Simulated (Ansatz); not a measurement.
# BH4NOSi: the cost of one run

All numbers are computed with the Python package of Ansatz 0.2.0. Level of theory: BLYP/6-31G.

### 1 The structure

Bond lengths: O1–B2 1.455 Å, B2–N3 1.560 Å, B2–Si4 1.988 Å, N3–Si4 1.809 Å, O1–H5 1.018 Å, N3–H6 1.033 Å, Si4–H7 1.478 Å, Si4–H8 1.455 Å. Angles: O1–B2–N3 153.1°, O1–B2–Si4 147.0°, N3–B2–Si4 59.9°, B2–O1–H5 103.4°, B2–N3–Si4 71.9°, B2–N3–H6 104.8°, Si4–N3–H6 107.2°, B2–Si4–N3 48.2°, B2–Si4–H7 108.7°, B2–Si4–H8 110.0°, N3–Si4–H7 114.2°, N3–Si4–H8 115.6°, H7–Si4–H8 129.4°.

No structure file is read: the coordinates are typed or built in the script.

### 2 The code

Input file md.py:

```python
"""Molecular dynamics of one BH4NOSi molecule."""

import warnings

import ansatz as az
import numpy as np

BASIS = "6-31G"
FUNCTIONAL = "blyp"
N_STEPS = 40
TEMPERATURE_K = 800

GEOMETRY = """
O     0.73230    1.77670    0.92570
B     0.00200    0.61610    0.44060
N    -1.28160   -0.10280   -0.07880
Si    0.07930   -1.29370   -0.10490
H     1.00890    2.25640    0.07110
H    -1.40490    0.24200   -1.04460
H     0.17620   -2.13050    1.10900
H     0.78000   -1.42140   -1.37390
"""

warnings.simplefilter("ignore", az.DeckWarning)

geometry = az.Crystal.molecule()
for line in GEOMETRY.strip().splitlines():
    symbol, *xyz = line.split()
    geometry = geometry.atom(symbol, [float(v) for v in xyz])

calc = (
    geometry.calculation()
    .basis(gaussian=BASIS)
    .functional(FUNCTIONAL)
    .md("nvt_nose_hoover", timestep=0.5, steps=N_STEPS, temperature=TEMPERATURE_K, initial_velocities="maxwell_boltzmann", seed=28, thermostat_time=20)
)
frames = []
outcome = calc.session().plan().execute(on_event=lambda e: frames.append(e["data"]) if e["event"] == "md_step" else None)
print("t (fs)   E_pot (eV)      E_kin (eV)   T (K)   d(0-1) (A)")
for f in frames[::2]:
    xyz = np.array(f["positions_ang"])
    print(f"{f['time_fs']:6.2f} {f['lagrangian_ev']:14.5f} {f['e_kin_ev']:10.5f} {f['temperature_k']:8.1f} {np.linalg.norm(xyz[0] - xyz[1]):9.4f}")
kept = np.array([f["conserved_ev"] for f in frames])
print(f"conserved energy moves by at most {1000 * np.ptp(kept):.3f} meV")
```

### 3 The run

On the command line:

```bash
$ python md.py
```

**Question.** How long does this script take on 1 thread of Arm Neoverse V1, shared host, and how much memory does it need?

About 76 s, with a peak of 0.17 GiB.
